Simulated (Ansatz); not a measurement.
# CH4B2: interaction energy of a dimer with the counterpoise correction from a Python script

How strongly do two molecules of CH4B2 bind, and how much of that is basis error? A script is to give the interaction energy of a dimer with the counterpoise correction; the system is CH4B2. SMILES: B1BC1.

Computed with Ansatz 0.2.0, driven from Python. Level of theory: B3LYP/def2-SVPD.

### 1 The structure

Bond lengths: B1–B2 1.736 Å, B1–C3 1.472 Å, B2–C3 1.533 Å, B1–H4 1.140 Å, B2–H5 1.190 Å, C3–H6 1.120 Å, C3–H7 1.148 Å. Angles: B1–B2–C3 53.1°, B1–B2–H5 153.4°, C3–B2–H5 153.4°, B2–B1–C3 56.4°, B2–B1–H4 148.8°, C3–B1–H4 154.4°, B1–C3–B2 70.5°, B1–C3–H6 118.2°, B1–C3–H7 114.1°, B2–C3–H6 114.1°, B2–C3–H7 113.2°, H6–C3–H7 117.8°.

The script holds or builds the structure itself.

### 2 The code

Input file dimer_ch4b2.py:

```python
"""Binding of a CH4B2 dimer at a trial geometry."""

import ansatz as az

FIRST = [
    ("B", (-0.861, -0.4384, -0.3132)),
    ("B", (0.4229, 0.6879, -0.6258)),
    ("C", (0.2486, -0.1869, 0.6214)),
    ("H", (-1.8607, -0.8881, -0.6253)),
    ("H", (1.0053, 1.4782, -1.2989)),
    ("H", (0.0326, 0.3892, 1.5576)),
    ("H", (1.0126, -1.042, 0.6839)),
]
SECOND = [
    ("B", (2.5385, -3.2697, -2.6327)),
    ("B", (0.9375, -2.8351, -2.1205)),
    ("C", (1.8829, -3.8326, -1.4406)),
    ("H", (3.3654, -3.1973, -3.4138)),
    ("H", (-0.0752, -2.215, -2.2035)),
    ("H", (1.5321, -4.8958, -1.4812)),
    ("H", (2.307, -3.447, -0.4455)),
]

def energy(atoms, ghosts=()):
    molecule = az.Crystal.molecule()
    for symbol, xyz in atoms:
        molecule = molecule.atom(symbol, xyz)
    calc = (
        molecule.calculation()
        .basis(gaussian="def2-SVPD")
        .functional("b3lyp")
    )
    deck = calc.input()
    if ghosts:
        deck = deck.set(az.key.basis.gaussian.ghost_atoms, [{"symbol": s, "position_ang": list(xyz)} for s, xyz in ghosts])
    return az.Session.from_dict(deck).plan().execute().report["free_energy_ev"]

# monomers in their own basis and in the basis of the dimer
both = energy(FIRST + SECOND)
alone = energy(FIRST) + energy(SECOND)
ghosted = energy(FIRST, SECOND) + energy(SECOND, FIRST)
print(f"dimer {both:.6f} eV")
print(f"interaction, uncorrected   {23.060548 * (both - alone):8.3f} kcal/mol")
print(f"interaction, counterpoise  {23.060548 * (both - ghosted):8.3f} kcal/mol")
print(f"basis-set superposition    {23.060548 * (alone - ghosted):8.3f} kcal/mol")
```

### 3 What the engine is handed

The engine receives this input (first run):

```yaml
crystal:
  periodic: [false, false, false]
  atoms:
    - { symbol: B, position_ang: [-0.861, -0.4384, -0.3132] }
    - { symbol: B, position_ang: [0.4229, 0.6879, -0.6258] }
    - { symbol: C, position_ang: [0.2486, -0.1869, 0.6214] }
    - { symbol: H, position_ang: [-1.8607, -0.8881, -0.6253] }
    - { symbol: H, position_ang: [1.0053, 1.4782, -1.2989] }
    - { symbol: H, position_ang: [0.0326, 0.3892, 1.5576] }
    - { symbol: H, position_ang: [1.0126, -1.042, 0.6839] }
    - { symbol: B, position_ang: [2.5385, -3.2697, -2.6327] }
    - { symbol: B, position_ang: [0.9375, -2.8351, -2.1205] }
    - { symbol: C, position_ang: [1.8829, -3.8326, -1.4406] }
    - { symbol: H, position_ang: [3.3654, -3.1973, -3.4138] }
    - { symbol: H, position_ang: [-0.0752, -2.215, -2.2035] }
    - { symbol: H, position_ang: [1.5321, -4.8958, -1.4812] }
    - { symbol: H, position_ang: [2.307, -3.447, -0.4455] }
basis:
  gaussian:
    orbitals: def2-SVPD
hamiltonian:
  xc: b3lyp
```

### 4 Running it

On the command line:

```console
$ python dimer_ch4b2.py
```

**Question.** How large is the interaction at this pose, and how much of it is basis-set superposition?

The runs gave:

| quantity | value |
| --- | --- |
| interaction energy, uncorrected | 0.110 kcal/mol |
| interaction energy, counterpoise | 0.599 kcal/mol |
| runs compared | 5 |

The pair is unbound at this geometry and level. Uncorrected it is 0.110 kcal/mol, with the counterpoise correction 0.599 kcal/mol; the difference, 0.49 kcal/mol, is the superposition error. The pose is repulsive. Caveats:
- The dimer is a generated trial pose of unrelaxed monomers, not a minimum, so the figure is no binding energy, and the basis set is small.
- b3lyp holds the VWN-RPA fit, as in Gaussian; the form of ORCA and Turbomole is b3lyp5.
- This level lacks the dispersion part of the attraction (electrostatics and induction are there), which can decide the sign where the interaction is weak.
